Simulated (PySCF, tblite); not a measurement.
**C5H12NSi radical: geometry, infrared bands and EPR parameters**

Aim: predict the infrared bands and EPR parameters of C5H12NSi radical (`CC[CH]C/C=N/[SiH3]`).

The runs use tblite 0.8.0 and PySCF 2.14.0, with density-fitted response routines of our own; the level of theory stands in each step. All values are computed, except where a source is named. Atoms are numbered from 0 throughout.

### Step 1. Starting geometry

19 atoms, charge 0, multiplicity 2; geometry from: force field or distance geometry start.

Bonds of the start (Å): C0–C1 1.50, C1–C2 1.50, C2–C3 1.47, C3–C4 1.48, C4–N5 1.29, N5–Si6 1.76, C0–H7 1.11, C0–H8 1.12, C0–H9 1.13, C1–H10 1.12, C1–H11 1.14, C2–H12 1.08, C3–H13 1.13, C3–H14 1.13, C4–H15 1.08, Si6–H16 1.45, Si6–H17 1.49, Si6–H18 1.48.

### Step 2. Geometry optimisation with GFN2-xTB

What the job is given:

```
{"job": {"kind": "relax", "xc": "GFN2-xTB", "basis": "xTB"}, "charge": 0, "multiplicity": 2}
C     -1.613200     0.976000     0.242200
C     -2.117400    -0.390900     0.587000
C     -1.391800    -1.526700    -0.064100
C      0.053400    -1.639200     0.181000
C      0.875600    -0.480000    -0.218600
N      1.826000    -0.078300     0.558800
Si     2.878700     1.284100     0.199600
H     -0.666200     1.158400     0.782600
H     -1.419600     1.074300    -0.857600
H     -2.380500     1.771000     0.460000
H     -3.186400    -0.437000     0.253200
H     -2.180800    -0.513900     1.713700
H     -1.774700    -1.838800    -1.028200
H      0.447500    -2.500600    -0.430600
H      0.297900    -1.844400     1.266500
H      0.725900     0.065300    -1.140800
H      2.342900     2.118300    -0.861500
H      3.035200     2.048700     1.463700
H      4.237600     0.762800    -0.084100
```

The run is started by

```console
> OMP_NUM_THREADS=1 python probes_run.py task.json out
```

One launch serves the whole session: the jobs run in the order shown.

**Question.** This job is followed by: GFN2-xTB harmonic vibrations, gas phase; UKS B3LYP, pcH-1 on C H N Si, non-relativistic, mean-field spin-orbit, GIAO. Predict these results of the whole session: strongest single infrared mode (GFN2-xTB); zero-point energy (GFN2-xTB); g(iso) (B3LYP); ⟨S²⟩; largest a(iso); surface potential, 1st and 99th percentile.

**Answer**, as computed:

| quantity | value |
| --- | --- |
| strongest single infrared mode (GFN2-xTB) | 2174 cm⁻¹, 466 km/mol |
| zero-point energy (GFN2-xTB) | 96.0 kcal/mol |
| g(iso) (B3LYP) | 2.00492 |
| ⟨S²⟩ | 0.755 (exact 0.75) |
| largest a(iso) | 1H on H18, 73.7 MHz |
| surface potential, 1st and 99th percentile | -1.14 V and 0.95 V |

**Reading.** Relaxing lowered the energy by 1.095 eV in 169 steps; the close pair that moved most is C2–C4, from 2.502 to 1.563 Å. All 51 modes are real, so the xTB geometry is a minimum. The strongest single mode, at 2174 cm⁻¹, moves mainly H16. GFN2-xTB is a fitted tight-binding method: band positions and strengths are rough. Its intensities can rank the bands wrongly. The structure rearranged or came apart on optimisation; the results belong to the end geometry, not to the formula as drawn. N5 carries the largest spin population, 0.72 e. The isotropic g lies 2.6 ppt above the free-electron value.
